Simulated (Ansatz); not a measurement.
Crystal: Hf2Pd2Se2Br2O3.

```
CELL_PARAMETERS angstrom
-1.89227 2.67212 12.28423
1.89227 -2.67212 12.28423
1.89227 2.67212 -12.28423
ATOMIC_POSITIONS crystal
Hf 0.92095 0.92095 0.00000
Hf 0.07905 0.07905 0.00000
Pd 0.68332 0.68332 0.00000
Pd 0.31668 0.31668 0.00000
Se 0.61777 0.11777 0.50000
Se 0.38223 0.88223 0.50000
Br 0.78660 0.78660 0.00000
Br 0.21340 0.21340 0.00000
O 0.90121 0.40121 0.50000
O 0.09879 0.59879 0.50000
O 0.00000 0.00000 0.00000
```

The cell was built by a generator and needn't be a form met in nature.

```yaml
Program: Ansatz 0.2.0
Task: relaxation of cell and atoms
Functional: BLYP
Potentials_or_basis: Ansatz PAW
Cutoff: "420 eV (not typed: the program's choice for these potentials)"
k_mesh: 6 × 6 × 6
Occupations: fermi-dirac, width 0.05 eV
Spin: no spin polarisation
```

At the start: volume 22.59 Å³/atom.

Problem. How do energy, volume and symmetry change on relaxing?

Solution. It ends after 11 steps and the volume is 23.86 Å³/atom (+5.6 %); space group Immm (No. 71, to 0.05 Å).

Step by step:
```
step  energy change (eV)  largest force (eV/Å)  volume (Å³)
   1              0.0000                0.3213       248.45
   2              0.0035                0.1680       274.46
   3             -0.1111                0.1434       263.70
   4             -0.1224                0.1149       260.75
   5             -0.1268                0.0204       261.67
   6             -0.1269                0.0260       261.71
   7             -0.1270                0.0033       261.67
   8             -0.1481                0.0030       261.67
   9             -0.1474                0.0102       262.52
  10             -0.1476                0.0037       262.42
  11             -0.1485                0.0037       262.42
```

Final structure:
```yaml
crystal:
  lattice:
    - [-1.92006, 2.76214, 12.37019]
    - [1.92006, -2.76214, 12.37019]
    - [1.92006, 2.76214, -12.37019]
  atoms:
    - { symbol: Hf, position: [0.92114, 0.92114, 0.00000] }
    - { symbol: Hf, position: [0.07886, 0.07886, 0.00000] }
    - { symbol: Pd, position: [0.68149, 0.68149, 0.00000] }
    - { symbol: Pd, position: [0.31851, 0.31851, 0.00000] }
    - { symbol: Se, position: [0.61515, 0.11515, 0.50000] }
    - { symbol: Se, position: [0.38485, 0.88485, 0.50000] }
    - { symbol: Br, position: [0.78588, 0.78588, 0.00000] }
    - { symbol: Br, position: [0.21412, 0.21412, 0.00000] }
    - { symbol: O, position: [0.90308, 0.40308, 0.50000] }
    - { symbol: O, position: [0.09692, 0.59692, 0.50000] }
    - { symbol: O, position: [0.00000, 0.00000, 0.00000] }
```

Caveat: the plane-wave basis is chosen anew once the cell has moved, so the energies of steps on either side of that aren't comparable; the PAW data sets come from PBE, with cores solved anew for the run's functional, which leaves a small shift of forces and pressure.
